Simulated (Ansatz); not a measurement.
Cu2B:

```xyz
6
Lattice="0.0000 3.2835 3.2835 3.2835 0.0000 3.2835 3.2835 3.2835 0.0000" Properties=species:S:1:pos:R:3 pbc="T T T"
Cu    0.8209    0.8209    0.8209
Cu    0.8209    2.4626    2.4626
Cu    2.4626    2.4626    0.8209
Cu    2.4626    0.8209    2.4626
B     3.2835    3.2835    3.2835
B     4.9252    4.9252    4.9252
```

The cell was built by a generator and needn't be a form met in nature.

Base run:

```yaml
Program: Ansatz 0.2.0
Functional: PBEsol
Potentials_or_basis: Ansatz PAW
Cutoff: "420 eV (not typed: the program's choice for these potentials)"
k_mesh: 5 × 5 × 5
Occupations: fermi-dirac, width 0.05 eV
Spin: no spin polarisation
Hubbard_terms: Cu d U = 3 eV
```

Its results: band gap on the k mesh none (metal or under the smearing width); pressure -5.6 GPa.

Question: The run is repeated on the same cell with these changes: hubbard terms from Cu d U = 3 eV to Cu d U = 2 eV. What comes out?

Answer: Band gap on the k mesh none (metal or under the smearing width); pressure -6.1 GPa.

Caveats: U without spin polarisation on a metal has little footing; the PAW data sets come from PBE, with cores solved anew for the run's functional, which leaves a small shift of forces and pressure; the U is typed as a test and isn't derived for this compound.
